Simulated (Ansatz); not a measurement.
The system is AlSn.

```
Sn Al
1.0
     4.19811    0.00000    0.00000
    -2.09905    3.63567    0.00000
     0.00000    0.00000    3.30685
Sn Al
1 1
Direct
  0.33333 0.66667 0.50000
  0.00000 0.00000 0.00000
```

The cell comes from a database or a generator and needn't be the stable form of this composition.

Base run:

```yaml
Program: Ansatz 0.2.0
Functional: LDA
Potentials_or_basis: all-electron LAPW, scalar-relativistic
Cutoff: 175 eV (chosen from the basis error)
Basis_error_allowed: 0.001 eV/atom
k_mesh: 7 × 7 × 8
Occupations: gaussian, width 0.02 eV
Spin: no spin polarisation
```

Its results: band gap on the k mesh none (metal or under the smearing width); pressure -3.0 GPa.

**Question.** The run is repeated on the same cell with these changes: functional from LDA to PBEsol. What comes out?

**Answer.** Band gap on the k mesh none (metal or under the smearing width); pressure -1.8 GPa.

PBEsol binds less tightly than LDA, so the same cell stands under more pressure.
